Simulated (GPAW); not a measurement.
Runs of GPAW 26.7.0 on Zr4C5. The cell holds a slab with vacuum, 9 atoms: a = 3.324 Å, b = 3.324 Å, c = 25.855 Å, α = 90.00°, β = 90.00°, γ = 120.00°. 

| level | potentials or basis | gap on the mesh (eV) | largest force (eV/Å) | work function (eV) |
| --- | --- | --- | --- | --- |
| LDA | the program's PAW data sets (release 1.2.1) made for this functional, pw | none | 1.81 | (a) |
| PBE | GPAW PAW data sets (gpaw-data 1.2.1), pw | none | 1.34 | 6.81 |
| RPBE | the program's PAW data sets (release 1.2.1) made for this functional, pw | none | 1.23 | 6.72 |
| PBEsol | PAW data sets generated in the run's folder for this functional, pw | none | 1.55 | 6.84 |

Alike in all rows: task relaxation of the atoms; no spin polarisation; cell atoms relaxed from: the (1 1 1) slab of ZrC, cut from the database cell, not relaxed; k mesh 7 × 7 × 1; cutoff (eV) 600; smearing fermi-dirac 0.05 eV.

Q: Fill in the values left out.

A: (a) 7.00.

Caveats: the cutoff is short for stress and forces, so pressures can be off by a GPa or more; these data sets are soft for forces on short bonds; later steps reuse the first step's grids.

A k mesh can miss the band edges, and the runs leave out spin-orbit coupling on Zr.

A gap of «none» marks a metal or a gap under the smearing width.

Not every run made on this cell is shown here.
